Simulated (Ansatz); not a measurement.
# N2H (dinitrogen monohydride): UB2PLYP/def2-TZVPPD

What is the electronic atomisation energy of N2H (dinitrogen monohydride) at UB2PLYP/def2-TZVPPD? 

The results are computed with Ansatz 0.2.0.

29 further runs of the same task are left out: 29 set aside as unsound or not needed.

### Step 1. Starting point

N2H has 3 atoms, charge 0, and is taken as a doublet. SMILES: `[N]=N`. Geometry: relaxed at PBE0-D4/def2-TZVP.

Bond lengths: N1–N2 1.165 Å, N2–H3 1.057 Å. Angles: N1–N2–H3 117.5°.

### Step 2. A single-point energy at UB2PLYP/def2-TZVPPD

in.yaml

```yaml
crystal:
  periodic: [false, false, false]
  atoms:
    - {symbol: "N", position_ang: [0.710530, -0.606720, 0.326180]}
    - {symbol: "N", position_ang: [-0.268660, -0.217710, -0.170100]}
    - {symbol: H, position_ang: [-0.441870, 0.824430, -0.156080]}
basis:
  gaussian:
    orbitals: def2-TZVPPD.json
magnetization:
  spin_polarized: true
  initial_magnetization: 1
hamiltonian:
  xc: {name: B2PLYP}
correlation:
  frozen_orbitals: {H: 0, "N": 1}
accuracy: high
output: {orbitals: {seedname: orbitals}}
```

The basis set def2-TZVPPD is read from a file made from the Basis Set Exchange's data (not shown).

On the command line:

```
$ ansatz run in.yaml --threads 1 --pin off --max-ram 3480MiB --events-out events.jsonl --progress --plain --runs-dir runs
```

The program printed:

```text
Warning: RAYON_NUM_THREADS=1 ignored (pool sized by the plan → 1); use --threads N
Functional definition: B2PLYP
  name "B2PLYP"
  parameter a = 0.53
  parameter c = 0.27
  exchange = (1 - a)*b88_x + a*exact_x
  correlation = (1 - c)*lyp_c + c*(mp2_os + mp2_ss)
1397 factors; integrals over basis functions are off by at most 3.2e-9 eV
mean field evaluation 1: about -2988.7561 eV, gradient 1.6e1 eV
mean field evaluation 2: about -2988.7559 eV, gradient 1.6e1 eV
mean field evaluation 4: about -2989.8333 eV, gradient 1.3e0 eV
mean field evaluation 8: about -2989.8547 eV, gradient 2.0e-1 eV
mean field evaluation 16: about -2989.8567 eV, gradient 5.7e-4 eV
mean field -2989.85666201 eV, -109.8752057313 hartree, gradient 6.0e-8 eV, S^2 0.762608; 0 other end points of the search recorded, 0 dependent functions left out
2 core orbitals not correlated: weight in the atoms' cores, before any rotation towards them, 1.000 or more for the frozen orbitals, at most 0.000 for the correlated occupied ones
reference -2989.85668086 eV, -109.8752064241 hartree; 6, 5 occupied and 83, 84 virtual orbitals, 1397 factors
second order -12.51043983 eV of doubles, -0.00000000 eV of singles
Total energy: -2993.23449962 eV, -109.9993389738 hartree
```

It took 5.1 s on 1 thread of Arm Neoverse V1, shared host; peak memory 0.22 GiB.

### Step 3. The H atom, same level

in.yaml

```yaml
crystal:
  periodic: [false, false, false]
  atoms:
    - symbol: H
      position_ang: [0.000000, 0.000000, 0.000000]
basis:
  gaussian:
    orbitals: def2-TZVPPD.json
magnetization:
  spin_polarized: true
  initial_magnetization: 1
hamiltonian:
  xc: {name: B2PLYP}
correlation:
  frozen_orbitals: {H: 0}
accuracy: high
```

The basis set def2-TZVPPD is read from a file made from the Basis Set Exchange's data (not shown).

On the command line:

```
$ ansatz run in.yaml --threads 1 --pin off --max-ram 3480MiB --events-out events.jsonl --progress --plain --runs-dir runs
```

The program printed:

```text
Warning: RAYON_NUM_THREADS=1 ignored (pool sized by the plan → 1); use --threads N
[... 6 set-up lines as earlier in the session ...]
117 factors; integrals over basis functions are off by at most 2.6e-9 eV
mean field evaluation 1: about -13.5551 eV, gradient 9.2e-1 eV
mean field evaluation 2: about -13.5551 eV, gradient 9.1e-1 eV
mean field evaluation 4: about -13.5679 eV, gradient 3.5e-3 eV
mean field evaluation 8: about -13.5679 eV, gradient 7.3e-8 eV
mean field -13.56793857 eV, -0.4986125459 hartree, gradient 7.7e-8 eV, S^2 0.750000; 0 other end points of the search recorded, 0 dependent functions left out
reference -13.56795340 eV, -0.4986130906 hartree; 1, 0 occupied and 16, 17 virtual orbitals, 117 factors
second order 0.00000000 eV of doubles, -0.00000000 eV of singles
Total energy: -13.56795340 eV, -0.4986130906 hartree
```

Run time: 0.18 s. Hardware: 1 thread of Arm Neoverse V1, shared host.

### Step 4. The N atom

input.yaml

```yaml
crystal:
  periodic: [false, false, false]
  atoms:
    - {symbol: "N", position_ang: [0.000000, 0.000000, 0.000000]}
basis:
  gaussian:
    orbitals: def2-TZVPPD.json
magnetization:
  spin_polarized: true
  initial_magnetization: 3
hamiltonian:
  xc: {name: B2PLYP}
correlation:
  frozen_orbitals: {"N": 1}
accuracy: high
```

The basis set def2-TZVPPD is read from a file made from the Basis Set Exchange's data (not shown).

On the command line:

```
$ ansatz run input.yaml --threads 1 --pin off --max-ram 3480MiB --events-out events.jsonl --progress --plain --runs-dir runs
```

The program printed:

```text
Warning: RAYON_NUM_THREADS=1 ignored (pool sized by the plan → 1); use --threads N
[... 6 set-up lines as earlier in the session ...]
370 factors; integrals over basis functions are off by at most 2.9e-9 eV
mean field evaluation 1: about -1484.0185 eV, gradient 4.9e0 eV
mean field evaluation 2: about -1484.0186 eV, gradient 4.9e0 eV
mean field evaluation 4: about -1484.0847 eV, gradient 3.3e-1 eV
mean field evaluation 8: about -1484.0851 eV, gradient 1.1e-4 eV
mean field -1484.08507372 eV, -54.5391205103 hartree, gradient 1.8e-8 eV, S^2 3.754916; 0 other end points of the search recorded, 0 dependent functions left out
1 core orbitals not correlated: weight in the atoms' cores, before any rotation towards them, 1.000 or more for the frozen orbitals, at most 0.000 for the correlated occupied ones
reference -1484.08508625 eV, -54.5391209708 hartree; 4, 1 occupied and 32, 35 virtual orbitals, 370 factors
second order -3.06313206 eV of doubles, -0.00000000 eV of singles
Total energy: -1484.91213191 eV, -54.5695143381 hartree
```

Wall time 0.59 s (1 thread of Arm Neoverse V1, shared host).

### Step 5. Results

At UB2PLYP/def2-TZVPPD, 2 core orbitals frozen:

| quantity | value |
| --- | --- |
| molecule: total energy | -109.99934 Eh |
| molecule: HOMO energy (SCF part's orbitals) (highest over α and β) | -7.94 eV |
| molecule: LUMO energy (SCF part's orbitals) (lowest over α and β) | 0.11 eV |
| molecule: ⟨S²⟩ | 0.763 |
| H atom: total energy | -0.49861 Eh |
| H atom: ⟨S²⟩ | 0.750 |
| N atom: total energy | -54.56951 Eh |
| N atom: ⟨S²⟩ | 3.755 |
| electronic atomisation energy | 9.842 eV |

What this shows: Taking the molecule apart into free atoms costs 9.84 eV (227 kcal/mol), before zero-point energy and without spin-orbit coupling.
